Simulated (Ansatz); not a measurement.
# CHClGa (sextet): the correlation ladder, cc-pVDZ

How much of the correlation energy of CHClGa (sextet) does each wave-function method recover here?

The runs use Ansatz 0.2.0, Gaussian basis; cc-pVDZ, core rule «outside noble gas», up to 20 orbitals frozen.

The runs, in order: UHF; CCSD(T) on ROHF; CCSD(T) on UHF; BCCD(T) on ROHF; CISD; CCSDT(Q) on ROHF; CCSDT(Q) on UHF; CASSCF and MRCISD+Q, 13 electrons in 11 orbitals; CASSCF and NEVPT2, 13 electrons in 11 orbitals.

23 further runs of the same task are left out: 13 that didn't finish, 10 set aside as unsound or not needed.

## Step 1: The system

The geometry is a PBE0/def2-TZVP stationary point (not a proven minimum) of the parent state, kept for this charge and spin. No spin-orbit coupling is included. The filled d shell of Ga may be among the frozen orbitals whatever the setting's name suggests; the logs give the count.

4 atoms, charge 0, spin multiplicity 6.

Atoms are counted from 1 here; the program's logs count them from 0.

Bond lengths: C1–Ga2 1.937 Å, C1–H4 1.088 Å, Ga2–Cl3 2.176 Å. Angles: Ga2–C1–H4 151.5°, C1–Ga2–Cl3 118.1°.

## Step 2: UHF

The input, in.yaml:

```yaml
crystal:
  periodic: [false, false, false]
  atoms:
    - {symbol: C, position_ang: [0.000000, -0.932795, 1.886850]}
    - {symbol: Ga, position_ang: [0.000000, 0.371055, 0.454194]}
    - {symbol: Cl, position_ang: [0.000000, -0.357987, -1.596247]}
    - {symbol: H, position_ang: [0.000000, -1.960282, 2.243752]}
basis:
  gaussian: {orbitals: cc-pVDZ}
magnetization: {spin_polarized: true, initial_magnetization: 5}
hamiltonian: {xc: hf}
output: {orbitals: {seedname: orbitals}}
```

The run is started by

```console
> ansatz run in.yaml --threads 1 --pin off --events-out ev --progress --plain --max-ram 2393MiB
```

The runs that follow: CCSD(T) on ROHF; CCSD(T) on UHF; BCCD(T) on ROHF; CISD; CCSDT(Q) on ROHF; CCSDT(Q) on UHF; CASSCF and MRCISD+Q, 13 electrons in 11 orbitals; CASSCF and NEVPT2, 13 electrons in 11 orbitals.

Q: Predict the results of all the runs planned. Wanted: UCCSDT(Q) below the RHF energy; RMP2 from UCCSDT(Q); UMP2 from UCCSDT(Q); RCCSD from UCCSDT(Q); RCCSD(T) from UCCSDT(Q); UCCSD(T) from UCCSDT(Q); RCCSDT(Q) from UCCSDT(Q); NEVPT2 frontier from UCCSDT(Q); MRCISD+Q frontier from UCCSDT(Q).

The runs gave:

| quantity | value |
| --- | --- |
| UCCSDT(Q) below the RHF energy | -7.7642 eV |
| RMP2 from UCCSDT(Q) | +1264.5 meV |
| UMP2 from UCCSDT(Q) | +1271.8 meV |
| RCCSD from UCCSDT(Q) | +207.6 meV |
| RCCSD(T) from UCCSDT(Q) | +56.7 meV |
| UCCSD(T) from UCCSDT(Q) | +40.6 meV |
| RCCSDT(Q) from UCCSDT(Q) | +16.3 meV |
| NEVPT2 frontier from UCCSDT(Q) | +1442.6 meV |
| MRCISD+Q frontier from UCCSDT(Q) | +83.0 meV |
| levels within 1 kcal/mol (43 meV) | UCCSD(T), RCCSDT, UCCSDT, RCCSDT(Q) |
| T1 diagnostic | 0.020 |

**Reading.** RCCSD(T) misses by +56.7 meV, 0.7 % of the correlation energy. Of the multireference levels listed MRCISD+Q frontier comes nearest in total energy (+83.0 meV), which doesn't show that its space is the better one. These misses are within one basis, not against nature; the frozen cores of restricted and unrestricted runs differ, which can shift their rows.
